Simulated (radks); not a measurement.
**W³⁺ in [Xe] 4f14 5d3: an all-electron calculation**

What are the levels of the tungsten ion W3+, how large are its shells, and how does its energy divide?

The numbers are computed with radks (a radial shooting solver on a logarithmic mesh, Libxc functionals) version 1 (scalar-relativistic Kohn-Sham, exchange-only PBE, spin-polarised, spherical densities, finite nucleus; open shells are filled with parallel spins first), except any that are marked as measured or tabulated.

### Step 1. Starting point

```
element            : tungsten (Z = 74)
charge             : +3
electrons          : 71
configuration      : [Xe] 4f14 5d3
nuclear rms radius : 5.3658 fm
```

The outer shells:

W³⁺
```
[Xe] core
4f [↑↓][↑↓][↑↓][↑↓][↑↓][↑↓][↑↓]
5d [↑ ][↑ ][↑ ][  ][  ]
```

### Step 2. The run

Input:

```text
Z 74
configuration [Xe] 4f14 5d3
relativity scalar-relativistic
functional pbe,
spin polarised
nucleus finite rms 5.3658 fm
c 137.035999084
```

Launch:

```sh
python run_ks.py task.json out
```

The same process makes all the runs of this session.

Q: Predict the outcome of this run.

As calculated:

| quantity | value |
| --- | --- |
| total energy | -16133.9136 hartree |
| exchange-correlation share of it | 1.97 % |
| −T/E | 1.1017 |
| highest occupied level | 5d up, -31.219 eV |
| most extended occupied level | 5d up, <r> = 1.77 bohr |
| radius at density 0.001 e/bohr³ | 3.45 bohr |
| maxima of the radial density | 4 |
| ionisation energy, NIST | 38.2 (semi-emp.) eV |

**Reading.** The radial density shows 4 maxima for 5 occupied principal shells; where shells overlap, one shows as a shoulder or not at all. −T/E is 1.102: with relativity the kinetic term as defined here no longer equals −E. Minus the highest eigenvalue, 31.219 eV, is 82 % of the tabulated ionisation energy (38.2 eV); the potential of a semilocal functional falls off too fast, so its top eigenvalue is too shallow. Open shells are spherical and high-spin; term and fine-structure splittings are not resolved. Spin-orbit splitting is averaged out at the scalar-relativistic level.
